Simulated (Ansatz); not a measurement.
## BiTe in Ansatz: the effect of functional

Crystal: BiTe.

```
Bi Te
1.0
     0.00000    3.29845    3.29845
     3.29845    0.00000    3.29845
     3.29845    3.29845    0.00000
Bi Te
1 1
Direct
  0.00000 0.00000 0.00000
  0.50000 0.50000 0.50000
```

The cell isn't the ideal one: volume scaled by 1.06.

Alike in all runs:

```yaml
Program: Ansatz 0.2.0
Task: single point
Potentials_or_basis: Ansatz PAW
k_mesh: 7 × 7 × 7
Occupations: fermi-dirac, width 0.05 eV
Spin: no spin polarisation
```

```csv
functional,cutoff,pressure (GPa)
LDA,420 eV (not typed: the program's choice for these potentials),-4.9
PBEsol,420 eV (not typed: the program's choice for these potentials),-3.9
r2SCAN,500 eV (not typed: the program's choice for these potentials),?
```

Task: What does the run with functional r2SCAN give?

Result: Pressure -2.5 GPa.

Caveats: the PAW data sets come from PBE, with cores solved anew for the run's functional, which leaves a small shift of forces and pressure.
